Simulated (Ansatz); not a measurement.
**CH4F2OSi: molecular dynamics**

Aim: follow the molecule's vibrations and see whether its bonds hold. The start is relaxed first. Runs: 300 steps of 1 fs under a Langevin thermostat at 400 K. SMILES of the start: CO[SiH](F)F.

Method: RKS B3LYP/6-31G*, in Ansatz 0.2.0.

## 1. The starting structure

Bond lengths: Si1–H2 1.460 Å, Si1–O3 1.680 Å, O3–C4 1.420 Å, C4–H5 1.110 Å, C4–H6 1.110 Å, C4–H7 1.110 Å, Si1–F8 1.589 Å, Si1–F9 1.589 Å. Angles: H2–Si1–O3 109.4°, H2–Si1–F8 109.5°, H2–Si1–F9 109.5°, O3–Si1–F8 109.5°, O3–Si1–F9 109.5°, F8–Si1–F9 109.5°, Si1–O3–C4 125.0°, O3–C4–H5 109.5°, O3–C4–H6 109.5°, O3–C4–H7 109.5°, H5–C4–H6 109.4°, H5–C4–H7 109.4°, H6–C4–H7 109.4°.

Structure file:

```xyz
9

Si    0.0000    0.0000    0.0000
H     0.0000    0.0000    1.4600
O     1.5842    0.0000   -0.5594
C     2.3503   -1.1632   -0.8360
H     1.7187   -1.9052   -1.3675
H     3.2179   -0.8926   -1.4733
H     2.7141   -1.6023    0.1163
F    -0.7489    1.2974   -0.5295
F    -0.7489   -1.2974   -0.5295
```

## 2. Relaxing the start

The input, input.yaml:

```yaml
crystal:
  periodic: [false, false, false]
  atoms:
    - { symbol: Si, position_ang: [0.0, 0.0, 0.0] }
    - { symbol: H, position_ang: [0.0, 0.0, 1.46] }
    - { symbol: O, position_ang: [1.5842, 0.0, -0.5594] }
    - { symbol: C, position_ang: [2.3503, -1.1632, -0.836] }
    - { symbol: H, position_ang: [1.7187, -1.9052, -1.3675] }
    - { symbol: H, position_ang: [3.2179, -0.8926, -1.4733] }
    - { symbol: H, position_ang: [2.7141, -1.6023, 0.1163] }
    - { symbol: F, position_ang: [-0.7489, 1.2974, -0.5295] }
    - { symbol: F, position_ang: [-0.7489, -1.2974, -0.5295] }
basis:
  gaussian: { orbitals: "6-31G*" }
hamiltonian:
  xc: b3lyp
relax:
  f_tol: 0.02
  max_steps: 40
```

Started as:

```console
$ ansatz run input.yaml --threads 1 --pin off --max-ram 2048MiB --backend cpu --events-out ev --progress --plain --runs-dir out
```

Standard output, shortened:

```text
Warning: RAYON_NUM_THREADS=1 ignored (pool sized by the plan → 1); use --threads N
[...]
Functional definition: B3LYP
[...]
883 factors; integrals over basis functions are off by at most 4.6e-4 eV
[...]
mean field -16464.70586193 eV, -605.0667802474 hartree, gradient 1.0e-5 eV, S^2 0.000000; 0 other end points of the search recorded, 0 dependent functions left out
[...]
reference -16464.70607927 eV, -605.0667882347 hartree; 25, 25 occupied and 62, 62 virtual orbitals, 883 factors
relax step   1: F+E_penalty+E_count = -16464.70586193 eV  Δ(F+E_penalty+E_count) = +0.000e0 eV  max|allowed force component| = 1.938e0 eV/Å  Δτ_max = 0.0000 Å  (25 SCF iters, accepted)
[...]
relax step   5: F+E_penalty+E_count = -16464.78833521 eV  Δ(F+E_penalty+E_count) = -6.697e-4 eV  max|allowed force component| = 2.662e-2 eV/Å  Δτ_max = 0.0191 Å  (26 SCF iters, accepted)
[...]
relax step   9: F+E_penalty+E_count = -16464.79450767 eV  Δ(F+E_penalty+E_count) = -3.278e-3 eV  max|allowed force component| = 6.918e-2 eV/Å  Δτ_max = 0.0780 Å  (24 SCF iters, accepted)
[...]
relax step  13: F+E_penalty+E_count = -16464.82302955 eV  Δ(F+E_penalty+E_count) = -1.916e-2 eV  max|allowed force component| = 1.469e-1 eV/Å  Δτ_max = 0.1500 Å  (27 SCF iters, accepted)
[...]
relax step  15: F+E_penalty+E_count = -16464.82675549 eV  Δ(F+E_penalty+E_count) = +2.850e-3 eV  max|allowed force component| = 5.079e-1 eV/Å  Δτ_max = 0.1929 Å  (28 SCF iters, rejected (line search))
[...]
relax step  16: F+E_penalty+E_count = -16464.83865130 eV  Δ(F+E_penalty+E_count) = -9.045e-3 eV  max|allowed force component| = 8.379e-2 eV/Å  Δτ_max = 0.0964 Å  (26 SCF iters, accepted)
[...]
883 factors; integrals over basis functions are off by at most 3.9e-4 eV
mean field -16464.84592541 eV, -605.0719274855 hartree, gradient 1.2e-5 eV, S^2 0.000000; 0 other end points of the search recorded, 0 dependent functions left out
[...]
```

## 3. More of the same log: start relaxed

Output, continued, shortened:

```text
reference -16464.84614201 eV, -605.0719354453 hartree; 25, 25 occupied and 62, 62 virtual orbitals, 883 factors
relax step  17: F+E_penalty+E_count = -16464.84592541 eV  Δ(F+E_penalty+E_count) = -7.274e-3 eV  max|allowed force component| = 3.770e-2 eV/Å  Δτ_max = 0.1000 Å  (26 SCF iters, accepted)
[...]
relax step  20: F+E_penalty+E_count = -16464.84902574 eV  Δ(F+E_penalty+E_count) = +2.038e-3 eV  max|allowed force component| = 2.144e-1 eV/Å  Δτ_max = 0.0775 Å  (24 SCF iters, rejected (line search))
[...]
relax step  23: F+E_penalty+E_count = -16464.85362960 eV  Δ(F+E_penalty+E_count) = -1.018e-3 eV  max|allowed force component| = 3.690e-2 eV/Å  Δτ_max = 0.0488 Å  (25 SCF iters, accepted)
[...]
relax step  26: F+E_penalty+E_count = -16464.85484602 eV  Δ(F+E_penalty+E_count) = -3.819e-4 eV  max|allowed force component| = 4.222e-2 eV/Å  Δτ_max = 0.0342 Å  (26 SCF iters, accepted)
[...]
Total energy: -16464.85535949 eV, -605.0722741816 hartree
Atom 0 at     0.027957    -0.068242     0.111303 Å, force    -0.003345    -0.004279    -0.007381 eV/Å
Atom 1 at    -0.411862     0.367672     1.439917 Å, force     0.000553     0.000692    -0.000069 eV/Å
Atom 2 at     1.547895    -0.635068     0.239622 Å, force     0.001750     0.000617    -0.000469 eV/Å
Atom 3 at     2.322851    -1.185925    -0.827266 Å, force     0.006401    -0.001256    -0.005922 eV/Å
Atom 4 at     1.824185    -2.060150    -1.261553 Å, force     0.002782     0.007393     0.002012 eV/Å
Atom 5 at     2.493940    -0.439234    -1.611406 Å, force    -0.003162    -0.006328     0.005977 eV/Å
Atom 6 at     3.285825    -1.494018    -0.412889 Å, force    -0.008372     0.002627    -0.000832 eV/Å
Atom 7 at    -0.049569     1.145886    -0.930272 Å, force     0.000742    -0.006506     0.004260 eV/Å
Atom 8 at    -0.953822    -1.194221    -0.466357 Å, force     0.002651     0.007040     0.002422 eV/Å
Dipole moment:     0.269054    -0.118426    -0.023955 e Å
```

Wall time 2 min (1 thread of Arm Neoverse V1, shared host); peak memory 0.17 GiB.

The steps of the relaxation:

```
step  energy from step 1 (eV)  largest force component (eV/Å)
   1                   0.0000                          1.9378
   2                  -0.0632                          1.1043
   3                  -0.0809                          0.0918
   4                  -0.0818                          0.0471
   5                  -0.0825                          0.0266
   6                  -0.0829                          0.0273
   7                  -0.0843                          0.0479
   8                  -0.0854                          0.0478
   9                  -0.0886                          0.0692
 10x                  -0.0883                          0.4982
  11                  -0.0937                          0.1852
  12                  -0.0980                          0.2962
  13                  -0.1172                          0.1469
  14                  -0.1237                          0.1374
 15x                  -0.1209                          0.5079
  16                  -0.1328                          0.0838
  17                  -0.1401                          0.0377
  18                  -0.1452                          0.0940
 19x                  -0.1366                          0.3878
 20x                  -0.1432                          0.2144
  21                  -0.1467                          0.0279
 22x                  -0.1465                          0.1841
  23                  -0.1478                          0.0369
  24                  -0.1483                          0.0579
  25                  -0.1486                          0.0565
  26                  -0.1490                          0.0422
  27                  -0.1492                          0.0315
  28                  -0.1492                          0.0233
  29                  -0.1493                          0.0084
```

Step 1 is the start. 5 steps were tried and not accepted (10, 15, 19, 20, 22; marked x where the table lists them).

After: Bond lengths: Si1–H2 1.466 Å, Si1–O3 1.627 Å, O3–C4 1.429 Å, C4–H5 1.096 Å, C4–H6 1.096 Å, C4–H7 1.093 Å, Si1–F8 1.602 Å, Si1–F9 1.602 Å. Angles: H2–Si1–O3 108.2°, H2–Si1–F8 110.5°, H2–Si1–F9 110.6°, O3–Si1–F8 111.1°, O3–Si1–F9 110.9°, F8–Si1–F9 105.6°, Si1–O3–C4 125.6°, O3–C4–H5 110.9°, O3–C4–H6 110.9°, O3–C4–H7 107.7°, H5–C4–H6 109.3°, H5–C4–H7 109.0°, H6–C4–H7 109.0°.

## 4. Dynamics

300 steps of 1 fs under a Langevin thermostat at 400 K, from the relaxed start.

The input, input.yaml:

```yaml
crystal:
  periodic: [false, false, false]
  atoms:
    - { symbol: Si, position_ang: [0.027957, -0.068242, 0.111303] }
    - { symbol: H, position_ang: [-0.411862, 0.367672, 1.439917] }
    - { symbol: O, position_ang: [1.547895, -0.635068, 0.239622] }
    - { symbol: C, position_ang: [2.322851, -1.185925, -0.827266] }
    - { symbol: H, position_ang: [1.824185, -2.06015, -1.261553] }
    - { symbol: H, position_ang: [2.49394, -0.439234, -1.611406] }
    - { symbol: H, position_ang: [3.285825, -1.494018, -0.412889] }
    - { symbol: F, position_ang: [-0.049569, 1.145886, -0.930272] }
    - { symbol: F, position_ang: [-0.953822, -1.194221, -0.466357] }
basis:
  gaussian: { orbitals: "6-31G*" }
hamiltonian:
  xc: b3lyp
md:
  timestep: 1.0
  n_steps: 300
  ensemble: nvt_langevin
  temperature: 400.0
  initial_velocities: maxwell_boltzmann
  seed: 463767
  friction: 0.005
```

Started as:

```console
$ ansatz run input.yaml --threads 1 --pin off --max-ram 2048MiB --backend cpu --events-out ev --progress --plain --runs-dir out
```

Standard output, shortened:

```text
Warning: RAYON_NUM_THREADS=1 ignored (pool sized by the plan → 1); use --threads N
[...]
[... 1 set-up line as earlier in the session ...]
[...]
882 factors; integrals over basis functions are off by at most 3.7e-4 eV
[...]
mean field -16464.85513471 eV, -605.0722659208 hartree, gradient 2.0e-5 eV, S^2 0.000000; 0 other end points of the search recorded, 0 dependent functions left out
[...]
reference -16464.85535214 eV, -605.0722739113 hartree; 25, 25 occupied and 62, 62 virtual orbitals, 882 factors
md step     0: t =     0.00 fs  T =   355.6 K  F+E_penalty+E_count = -16464.85513471 eV  E_kin = 0.413632 eV  (25 SCF iters)
[...]
md step    22: t =    22.00 fs  T =   275.6 K  F+E_penalty+E_count = -16464.71810329 eV  E_kin = 0.320636 eV  (26 SCF iters)
[...]
md step    44: t =    44.00 fs  T =   364.6 K  F+E_penalty+E_count = -16464.74522170 eV  E_kin = 0.424135 eV  (26 SCF iters)
[...]
md step    66: t =    66.00 fs  T =   226.2 K  F+E_penalty+E_count = -16464.70600734 eV  E_kin = 0.263192 eV  (26 SCF iters)
[...]
md step    87: t =    87.00 fs  T =   182.1 K  F+E_penalty+E_count = -16464.61824499 eV  E_kin = 0.211895 eV  (26 SCF iters)
md step    88: t =    88.00 fs  T =   173.2 K  F+E_penalty+E_count = -16464.62270393 eV  E_kin = 0.201451 eV  (26 SCF iters)
```

## 5. The log goes on: dynamics from the start

The log, continued, shortened:

```text
md step    89: t =    89.00 fs  T =   157.5 K  F+E_penalty+E_count = -16464.62034788 eV  E_kin = 0.183197 eV  (26 SCF iters)
[...]
md step   118: t =   118.00 fs  T =   251.3 K  F+E_penalty+E_count = -16464.68971109 eV  E_kin = 0.292315 eV  (25 SCF iters)
[...]
md step   147: t =   147.00 fs  T =   169.8 K  F+E_penalty+E_count = -16464.54876436 eV  E_kin = 0.197563 eV  (27 SCF iters)
[...]
md step   176: t =   176.00 fs  T =   253.1 K  F+E_penalty+E_count = -16464.63702222 eV  E_kin = 0.294460 eV  (26 SCF iters)
[...]
md step   205: t =   205.00 fs  T =   226.6 K  F+E_penalty+E_count = -16464.64964435 eV  E_kin = 0.263587 eV  (26 SCF iters)
md step   206: t =   206.00 fs  T =   249.4 K  F+E_penalty+E_count = -16464.68875058 eV  E_kin = 0.290082 eV  (26 SCF iters)
```

## 6. The output, continued: dynamics from the start

Output, continued, shortened:

```text
md step   207: t =   207.00 fs  T =   252.7 K  F+E_penalty+E_count = -16464.68939637 eV  E_kin = 0.293937 eV  (26 SCF iters)
[...]
md step   230: t =   230.00 fs  T =   193.7 K  F+E_penalty+E_count = -16464.65959375 eV  E_kin = 0.225321 eV  (26 SCF iters)
[...]
md step   253: t =   253.00 fs  T =   241.0 K  F+E_penalty+E_count = -16464.71104178 eV  E_kin = 0.280367 eV  (26 SCF iters)
[...]
md step   276: t =   276.00 fs  T =   265.3 K  F+E_penalty+E_count = -16464.65086594 eV  E_kin = 0.308593 eV  (26 SCF iters)
[...]
md step   299: t =   299.00 fs  T =   261.0 K  F+E_penalty+E_count = -16464.65557246 eV  E_kin = 0.303601 eV  (26 SCF iters)
[...]
md step   300: t =   300.00 fs  T =   262.6 K  F+E_penalty+E_count = -16464.65395969 eV  E_kin = 0.305450 eV  (26 SCF iters)
Total energy: -16464.65417697 eV, -605.0648808604 hartree
Atom 0 at     0.059375    -0.445388    -0.019441 Å, force     0.024079    -1.258790     0.052341 eV/Å
Atom 1 at    -0.250703     0.118510     1.269893 Å, force     0.059293     0.115623     0.568852 eV/Å
Atom 2 at     1.589827    -0.932179    -0.168369 Å, force     0.102263     0.180565     0.782131 eV/Å
Atom 3 at     2.349645    -1.146313    -1.340309 Å, force    -1.363521     1.974705    -1.102923 eV/Å
Atom 4 at     2.629115    -2.153009    -1.335764 Å, force     1.163682    -1.583577    -0.051502 eV/Å
Atom 5 at     1.755886    -0.983664    -2.281256 Å, force     0.235841    -0.050056     0.683061 eV/Å
Atom 6 at     3.145818    -0.393831    -1.361642 Å, force     0.358070    -0.517577     0.025873 eV/Å
Atom 7 at    -0.227064     0.619846    -1.132594 Å, force    -0.439659     0.939905    -1.004597 eV/Å
Atom 8 at    -0.893307    -1.708523    -0.293040 Å, force    -0.140047     0.199203     0.046765 eV/Å
Dipole moment:     0.281701     0.038071    -0.055998 e Å
```

Wall time 17 min (1 thread of Arm Neoverse V1, shared host); peak memory 0.17 GiB.

## 7. Frames and traces

One step in 16; energies are changes from step 0:

| time (fs) | T (K) | potential energy change (meV/atom) |
| --- | --- | --- |
| 0.0 | 356 | 0.0 |
| 16.0 | 260 | 12.7 |
| 32.0 | 251 | 16.3 |
| 48.0 | 285 | 18.4 |
| 64.0 | 243 | 14.3 |
| 80.0 | 174 | 29.4 |
| 96.0 | 194 | 21.2 |
| 112.0 | 279 | 19.3 |
| 128.0 | 177 | 28.0 |
| 144.0 | 257 | 25.4 |
| 160.0 | 280 | 30.7 |
| 176.0 | 253 | 24.2 |
| 192.0 | 106 | 34.5 |
| 208.0 | 214 | 21.3 |
| 224.0 | 191 | 24.0 |
| 240.0 | 217 | 19.4 |
| 256.0 | 194 | 25.3 |
| 272.0 | 268 | 23.2 |
| 288.0 | 253 | 21.5 |
| 300.0 | 263 | 22.4 |

time (fs), T (K) and a bar:
```
      0.0        356 ##############################
     13.0        241 ###############
     26.0        268 ###################
     39.0        337 ############################
     52.0        273 ###################
     65.0        263 ##################
     78.0        157 ####
     91.0        185 ########
    104.0        188 ########
    117.0        231 ##############
    130.0        244 ###############
    143.0        248 ################
    157.0        262 ##################
    170.0        164 #####
    183.0        217 ############
    196.0        235 ##############
    209.0        204 ##########
    222.0        222 ############
    235.0        127 
    248.0        246 ################
    261.0        260 #################
    274.0        284 #####################
    287.0        279 ####################
    300.0        263 ##################
```

Maxima of the velocity power spectrum (cm⁻¹, relative height; resolution about 220 cm⁻¹): 110 (56), 310 (93), 920 (34), 1530 (100), 3140 (39).

## 8. Positions and forces

Extended XYZ, with forces in eV/Å:

```xyz
9
time_fs=38.0 T=346 dE=0.1000
Si    0.005   -0.147    0.092   -0.380    0.427    0.086
H    -0.491    0.165    1.454    0.025    0.140   -0.336
O     1.604   -0.396    0.231   -0.173   -0.665   -0.358
C     2.419   -1.137   -0.708   -0.715    0.446   -0.250
H     1.935   -2.086   -1.053    0.399    0.562    0.520
H     2.598   -0.508   -1.597    0.114   -0.203    0.221
H     3.335   -1.286   -0.156    0.465   -0.489   -0.230
F    -0.255    1.036   -0.973   -0.071   -0.240    0.343
F    -0.833   -1.397   -0.471    0.334    0.023    0.006
9
time_fs=75.0 T=241 dE=0.1892
Si   -0.057   -0.175    0.024    0.465   -0.640   -0.142
H    -0.544    0.225    1.336   -0.097    0.090    0.177
O     1.533   -0.486    0.166    1.012    0.449   -0.385
C     2.539   -1.118   -0.661   -0.582    0.104   -0.616
H     2.276   -2.193   -0.822    0.190    0.781    0.021
H     2.686   -0.591   -1.643   -0.534   -0.433    0.636
H     3.514   -1.041   -0.176   -0.156   -0.087    0.432
F    -0.524    0.940   -1.036    0.307   -0.361    0.104
F    -0.643   -1.595   -0.426   -0.607    0.097   -0.227
9
time_fs=112.0 T=279 dE=0.1734
Si   -0.049   -0.306    0.009    0.424   -0.363    0.613
H    -0.586    0.019    1.347    0.072   -0.021   -0.227
O     1.595   -0.334    0.130   -1.006    0.261    0.271
C     2.473   -1.070   -0.677    1.687   -1.216    1.602
H     2.308   -2.144   -0.598   -0.742   -0.253   -0.481
H     2.515   -0.719   -1.668   -0.174    0.360   -1.551
H     3.509   -1.041   -0.273   -0.449    0.747    0.006
F    -0.545    0.776   -1.042   -0.067    0.257   -0.302
F    -0.636   -1.715   -0.498    0.253    0.227    0.069
9
time_fs=150.0 T=280 dE=0.2321
Si   -0.048   -0.386    0.041    1.176    0.230    0.579
H    -0.459   -0.171    1.445   -0.342    0.227   -0.382
O     1.593   -0.321    0.091   -0.135   -0.738   -0.082
C     2.418   -1.116   -0.796   -0.412    0.506   -0.135
H     2.300   -2.189   -0.566    0.382    0.264    0.186
H     2.035   -1.000   -1.844    0.843    0.166    0.551
H     3.460   -0.738   -0.622   -0.833   -0.609   -0.586
F    -0.508    0.649   -1.065   -0.566    0.729   -0.126
F    -0.613   -1.754   -0.522   -0.114   -0.775   -0.005
9
time_fs=188.0 T=107 dE=0.3375
Si   -0.094   -0.428   -0.022    1.217    0.354    0.742
H    -0.550   -0.242    1.331   -0.551    0.332    0.428
O     1.530   -0.544    0.149    0.475    0.203   -1.001
C     2.381   -1.150   -0.889   -2.132   -1.604    1.580
H     2.504   -2.236   -0.601    0.563    1.175   -0.131
H     1.863   -1.203   -1.834   -0.073    0.378   -0.660
H     3.254   -0.557   -0.930    1.260    0.302   -0.177
F    -0.595    0.770   -0.976    0.072   -0.709    0.062
F    -0.509   -1.874   -0.510   -0.831   -0.432   -0.844
9
time_fs=225.0 T=190 dE=0.2146
Si   -0.075   -0.466    0.058    1.326    0.121    0.074
H    -0.454   -0.242    1.464   -0.277    0.103   -0.252
O     1.560   -0.613    0.075   -0.041   -0.380   -0.272
C     2.320   -1.228   -0.981    0.623    2.723   -0.753
H     2.682   -2.168   -0.710   -0.097   -2.103    0.528
H     1.815   -1.202   -1.967    0.023   -0.310    0.495
H     3.275   -0.659   -1.111   -0.765    0.103    0.089
F    -0.484    0.693   -0.958   -0.306    0.314    0.130
F    -0.692   -1.777   -0.583   -0.487   -0.571   -0.039
9
time_fs=262.0 T=242 dE=0.1586
Si   -0.002   -0.480   -0.017    0.171    0.019    1.536
H    -0.275   -0.124    1.410   -0.267   -0.037   -0.599
O     1.601   -0.775    0.033   -0.027    0.100   -0.536
C     2.321   -1.154   -1.153   -0.302   -2.229    1.066
H     2.557   -2.273   -1.040   -0.008    1.555   -0.370
H     1.720   -1.021   -2.032   -0.282    0.106   -0.738
H     3.208   -0.562   -1.226    0.739    0.314   -0.016
F    -0.370    0.692   -1.029   -0.068    0.141   -0.240
F    -0.861   -1.750   -0.475    0.043    0.029   -0.105
9
time_fs=300.0 T=263 dE=0.2012
Si    0.059   -0.445   -0.019    0.024   -1.259    0.052
H    -0.251    0.118    1.270    0.059    0.116    0.569
O     1.590   -0.932   -0.168    0.102    0.181    0.782
C     2.350   -1.146   -1.340   -1.363    1.975   -1.103
H     2.629   -2.153   -1.336    1.164   -1.584   -0.051
H     1.756   -0.984   -2.281    0.236   -0.050    0.683
H     3.146   -0.394   -1.362    0.358   -0.518    0.026
F    -0.227    0.620   -1.133   -0.440    0.940   -1.005
F    -0.893   -1.708   -0.293   -0.140    0.199    0.047
```

## 9. Results

```
                        quantity                         value
         relaxation of the start      23 moves, 0.149 eV lower
                          length             300 steps of 1 fs
temperature, first and last step                 356 and 263 K
        temperature, second half  mean 229 K, from 78 to 422 K
   potential energy, second half   +24 meV/atom from the start
          bonds formed or broken                             0
```

**Reading.** Against a set 400 K the second half averages 229 K with a spread of 57 K; 24 meV/atom has gone into potential energy, and a thermostat that acts over some 200 fs has not made it up in 300 fs. The bonding pattern survives the run. 300 fs on 9 atoms is far too short and small for converged averages. The nuclei move classically, without zero-point motion, which matters most for hydrogen.
